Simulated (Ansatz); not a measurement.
Runs of Ansatz 0.2.0 on BaCoO3. It takes space group P6_3/mmc (No. 194, hexagonal). Conventional cell: a = 5.590 Å, b = 5.590 Å, c = 4.820 Å, α = 90.00°, β = 90.00°, γ = 120.00°. Ba (site symmetry -6m2) has 12 O at 2.79 to 2.90 Å as nearest neighbours. Co (site symmetry -3m) has 6 O at 2.01 Å as nearest neighbours. O (site symmetry mm2) has 2 Co at 2.01 Å as nearest neighbours. 

```tsv
spin	fixed moment (μB)	pressure (GPa)	moment (μB)	largest force (eV/Å)
collinear, ferromagnetic start	8.0	(b)	8.00	1.55
collinear, program default start	0.0	-14.3	0.00	3.01
collinear, ferromagnetic start	1.0	-14.0	1.00	(a)
collinear, ferromagnetic start	2.0	(c)	2.00	3.08
collinear, ferromagnetic start	4.0	-11.4	4.00	2.58
```

Alike in all rows: task single point; level PBEsol; potentials or basis Ansatz PAW; cell as given; k mesh 5 × 5 × 5; cutoff (eV) 420; smearing fermi-dirac 0.05 eV.

Question: Fill in the values left out.

Answer: (a) 3.07; (b) -5.1; (c) -13.8.

Caveats: the cell's inner coordinates are idealised or old, which leaves forces on the atoms; the total moment is fixed, so each spin has its own Fermi level; the PAW data sets come from PBE, with cores solved anew for the run's functional, which leaves a small shift of forces and pressure; the thresholds are loose for stress.
